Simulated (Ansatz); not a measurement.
Here is an Ansatz 0.2.0 calculation.

input.yaml

```yaml
crystal:
  lattice:
    - [3.1974455988, 0.0, 0.0]
    - [-1.5987227994, 2.7690691158, 0.0]
    - [0.0, 0.0, 7.942745]
  atoms:
    - { symbol: Se, position: [0.0, 0.0, 0.0] }
    - { symbol: Ti, position: [0.6666666667, 0.3333333333, 0.5] }
    - { symbol: Ti, position: [0.3333333333, 0.6666666667, 0.772902] }
    - { symbol: Ti, position: [0.3333333333, 0.6666666667, 0.227098] }
hamiltonian:
  xc: pbesol
  pseudopotentials: { kind: paw }
kpoints:
  mp_grid: { grid: [10, 10, 4] }
scf:
  occupations: { method: fermi_dirac, width: 0.05 }
output:
  forces: true
  stress: true
  eigenvalues: true
relax:
  f_tol: 0.01
  max_steps: 40
  cell: { stress_tol: 0.05 }
```

Potentials or basis: Ansatz PAW.

Run with:

```sh
$ ansatz run input.yaml --threads 2 --pin off --max-ram 5632MiB --backend cpu --events-out ev --progress --plain --runs-dir out
```

Task: Estimate the space group after relaxing (to 0.05 Å).

Result: P-6m2 (No. 187).

Task: Estimate the band gap on the k mesh.

Result: None (metal or under the smearing width).

Step by step:
```
step  energy change (eV)  largest force (eV/Å)  volume (Å³)
   1              0.0000                0.0976        70.32
   2             -0.0381                0.0769        67.83
   3             -0.0390                0.0302        67.58
   4             -0.0391                0.0011        67.59
   5             -0.0388                0.0010        67.59
```

Caveat: the plane-wave basis is chosen anew once the cell has moved, so the energies of steps on either side of that aren't comparable; the PAW data sets come from PBE, with cores solved anew for the run's functional, which leaves a small shift of forces and pressure.
